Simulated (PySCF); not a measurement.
# BClGeH4O2: the cost of one run

Programs: PySCF 2.14.0, with density-fitted response routines of our own. Each step states its level of theory. These are calculated values for one molecule in the gas phase, unless marked as measured. Atoms count from 0, in the outputs and in this text.

## 1. Starting geometry

9 atoms, charge 0, multiplicity 1; geometry from: GFN2-xTB. The atoms were then displaced at random by about 0.01 Å, so the start is not that level's minimum.

Bonds of the start (Å): O0–B1 1.32, B1–O2 1.35, B1–Ge3 2.08, Ge3–Cl4 2.10, O0–H5 0.97, O2–H6 0.93, Ge3–H7 1.51, Ge3–H8 1.52.

## 2. Geometry optimisation at PBE0-D3(BJ)/def2-SVP

The job: settings as JSON, then the geometry in Å.

```
{"job": {"xc": "PBE0", "basis": "def2-SVP", "d3": "d3bj", "grid": 1, "shake": 0.01, "kind": "geom"}, "charge": 0, "multiplicity": 1}
O     -1.317600     0.214610     1.050560
B     -0.635570    -0.205130    -0.004890
O     -1.054850    -1.115150    -0.907850
Ge     1.277890     0.565500    -0.245070
Cl     2.455680    -0.050930     1.377490
H     -2.217550    -0.109690     1.218760
H     -1.896330    -1.511160    -0.812100
H      2.037780     0.117050    -1.467650
H      1.408350     2.077760    -0.243000
```

The run is started by

```bash
> OMP_NUM_THREADS=1 python probes_run.py task.json out
```

One launch serves the whole session: the jobs run in the order shown.

**Question.** How long does this first job take on 1 thread of Arm Neoverse V1, shared host, and how much memory does it need?

About 48 s, with a peak of 0.45 GiB.
